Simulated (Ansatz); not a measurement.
**YbSe (Fm-3m): equation of state**

The task here is to estimate one member of a computed series from the others.

Method: DFT PBEsol, scalar-relativistic, plane waves, PAW, in Ansatz 0.2.0.

### Starting point

It takes space group Fm-3m (No. 225, cubic). Conventional cell: a = 5.729 Å, b = 5.729 Å, c = 5.729 Å, α = 90.00°, β = 90.00°, γ = 90.00°. Yb (site symmetry m-3m) has 6 Se at 2.86 Å as nearest neighbours. Se (site symmetry m-3m) has 6 Yb at 2.86 Å as nearest neighbours.

As a file:

```
Yb Se
1.0
     0.00000    2.86430    2.86430
     2.86430    0.00000    2.86430
     2.86430    2.86430    0.00000
Yb Se
1 1
Direct
  0.00000 0.00000 0.00000
  0.50000 0.50000 0.50000
```

This cell comes from an earlier session at PBEsol: 23.499 Å³/atom at 0.01 GPa, on a 10×10×10 mesh.

Volume factors to run: 0.980, 1.020, 0.960, 1.040.

Set-up of the first run:

Input file input.yaml:

```yaml
crystal:
  lattice:
    - [0.0, 2.8450746683, 2.8450746683]
    - [2.8450746683, 0.0, 2.8450746683]
    - [2.8450746683, 2.8450746683, 0.0]
  atoms:
    - { symbol: Yb, position: [0.0, 0.0, 0.0] }
    - { symbol: Se, position: [0.5, 0.5, 0.5] }
basis:
  ecutwfc: 420
  ecutrho_ratio: 4
kpoints:
  mp_grid: { grid: [10, 10, 10] }
hamiltonian:
  xc: pbesol
scf:
  occupations: { method: gaussian, width: 0.05 }
output:
  forces: true
  stress: true
  eigenvalues: true
```

The run is started by

```sh
ansatz run input.yaml --threads 1 --pin off --max-ram 2560MiB --backend cpu --events-out ev --progress --plain --runs-dir out
```

Steps of the session up to this table: Volume × 0.980; At 1.020 of the relaxed volume; Volume × 0.960; Scaling the volume by 1.040.

One table of the session follows, with a row left open; its other results are not shown here.

It belongs to the step «The fit». 

```
volume (Å³/atom)  energy (meV/atom)  pressure (GPa)
          22.559               7.47            2.61
          23.029               1.84            1.24
          23.499               0.00            0.01
          23.969                  ?               ?
          24.439               6.27           -2.09
```

**Question.** Estimate the row for volume (Å³/atom) = 23.969.

Worked estimate for «energy (meV/atom)». A straight line through the neighbours (23.499, 0.00) and (24.439, 6.27) gives 0.00 + (6.27 − 0.00) × (23.969 − 23.499) / (24.439 − 23.499) = 3.14; a parabola fitted to 3 rows on both sides gives 1.48.

**Answer.** energy (meV/atom): 1.59; pressure (GPa): -1.10. In «energy (meV/atom)» the line misses by +1.55 and the parabola by -0.11.
